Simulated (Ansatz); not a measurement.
This script makes vertical energies of changing the electron count of ClH₄NOSSi, SMILES N[Si](O)(S)Cl with Ansatz's Python interface.

The script reads `clh4nossi.xyz`:
```text
9

N     0.75010    1.11860    0.44800
Si   -0.29330   -0.13760    0.06210
O     0.41110   -1.42930    0.73530
S    -0.26990   -0.36510   -2.02610
Cl   -2.12720    0.01940    0.86830
H     1.63810    0.94650    0.11680
H     0.79590    1.21620    1.45270
H     0.04650   -2.26150    0.56620
H    -0.86280    0.84650   -2.24040
```

The script, `clh4nossi_ip.py`:
```python
import ansatz as az


def energy(molecule, charge=0, unpaired=0):
    calc = (
        molecule.calculation()
        .basis(gaussian='def2-SVPD')
        .functional('B3LYP', dispersion='d4')
        .accuracy('high')
    )
    if charge:
        calc = calc.charge(charge)
    if unpaired:
        calc = calc.spin('collinear', total=unpaired)
    report = calc.run(threads=1).report
    if report['published_state_doubts']:
        print('  doubts:', report['published_state_doubts'])
    return report['free_energy_ev']

molecule = az.Crystal.molecule_from_extxyz('clh4nossi.xyz')

parent = energy(molecule, 0, 0)
cation = energy(molecule, 1, 1)
print(f'E(N)   = {parent:.5f} eV')
print(f'E(N-1) = {cation:.5f} eV  (1 unpaired)')
print(f'vertical ionisation energy {cation - parent:.3f} eV')
anion = energy(molecule, -1, 1)
print(f'E(N+1) = {anion:.5f} eV  (1 unpaired)')
print(f'vertical electron affinity {parent - anion:.3f} eV' + ('' if anion < parent else ' (unbound in this basis)'))
print(f'fundamental gap IP - EA = {cation + anion - 2 * parent:.3f} eV')
```

What does it cost to change the electron count at this fixed geometry?

At this unrelaxed geometry removing an electron costs 9.95 eV and an added one is unbound in this basis (by 0.77 eV).

The output:

`python clh4nossi_ip.py` gives:
```text
E(N)   = -34831.94945 eV
E(N-1) = -34822.00193 eV  (1 unpaired)
vertical ionisation energy 9.948 eV
E(N+1) = -34831.17901 eV  (1 unpaired)
vertical electron affinity -0.770 eV (unbound in this basis)
fundamental gap IP - EA = 10.718 eV
```

Notes:
- These settings explore the input space; basis and method may be short of convergence.
- The geometry is a force-field or estimated start, not a minimum of this method, and the basis set is short of its limit. All parts are taken at fixed geometry, without zero-point energy. At an unrelaxed start these energies can be a whole eV from those at the minimum, and a small affinity can change sign.
- b3lyp holds the VWN-RPA fit, as in Gaussian; the form of ORCA and Turbomole is b3lyp5.
- A negative electron affinity means that the anion is unbound here; its size hangs on the basis and tends to about zero as the basis grows, and so does its part in any gap built on it.
- Finished in 95 s on 1 thread of Intel(R) Xeon(R) 6975P-C (Granite Rapids) (shared host), peak memory 1.1 GiB.

(Lines on the test bed's own set-up are left out of the output.)
